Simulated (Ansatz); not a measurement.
# Cl2H4O2Si2: the cost of one run

Method: RKS PBE0-D4/STO-3G, in Ansatz 0.2.0.

## Step 1: The system as given

Bond lengths: Si1–Cl2 2.130 Å, Si1–O3 1.680 Å, O3–H4 1.010 Å, Si1–Cl5 2.128 Å, Si1–O6 1.679 Å, O6–Si7 1.680 Å, Si7–H8 1.460 Å, Si7–H9 1.460 Å, Si7–H10 1.460 Å. Angles: Cl2–Si1–O3 109.4°, Cl2–Si1–Cl5 109.5°, Cl2–Si1–O6 109.5°, O3–Si1–Cl5 109.5°, O3–Si1–O6 109.5°, Cl5–Si1–O6 109.5°, Si1–O3–H4 109.5°, Si1–O6–Si7 125.0°, O6–Si7–H8 109.5°, O6–Si7–H9 109.5°, O6–Si7–H10 109.5°, H8–Si7–H9 109.4°, H8–Si7–H10 109.4°, H9–Si7–H10 109.4°.

Coordinates:

```xyz
10

Si    0.0000    0.0000    0.0000
Cl    0.0000    0.0000    2.1300
O     1.5842    0.0000   -0.5594
H     1.9006   -0.9521   -0.6761
Cl   -1.0032    1.7381   -0.7093
O    -0.7913   -1.3709   -0.5594
Si   -1.6730   -2.4329    0.3983
H    -1.2634   -2.2870    1.7920
H    -3.0964   -2.1323    0.2761
H    -1.4264   -3.8036   -0.0398
```

## Step 2: Relaxing the start

Contents of input.yaml:

```yaml
crystal:
  periodic: [false, false, false]
  atoms:
    - { symbol: Si, position_ang: [0.0, 0.0, 0.0] }
    - { symbol: Cl, position_ang: [0.0, 0.0, 2.13] }
    - { symbol: O, position_ang: [1.5842, 0.0, -0.5594] }
    - { symbol: H, position_ang: [1.9006, -0.9521, -0.6761] }
    - { symbol: Cl, position_ang: [-1.0032, 1.7381, -0.7093] }
    - { symbol: O, position_ang: [-0.7913, -1.3709, -0.5594] }
    - { symbol: Si, position_ang: [-1.673, -2.4329, 0.3983] }
    - { symbol: H, position_ang: [-1.2634, -2.287, 1.792] }
    - { symbol: H, position_ang: [-3.0964, -2.1323, 0.2761] }
    - { symbol: H, position_ang: [-1.4264, -3.8036, -0.0398] }
basis:
  gaussian: { orbitals: STO-3G }
hamiltonian:
  xc: pbe0
  dispersion: d4
relax:
  f_tol: 0.02
  max_steps: 40
```

Command:

```console
ansatz run input.yaml --threads 1 --pin off --max-ram 2048MiB --backend cpu --events-out ev --progress --plain --runs-dir out
```

**Question.** How long does this run take on 1 thread of Arm Neoverse V1, shared host, and how much memory does it need?

About 45 s, with a peak of 0.14 GiB.
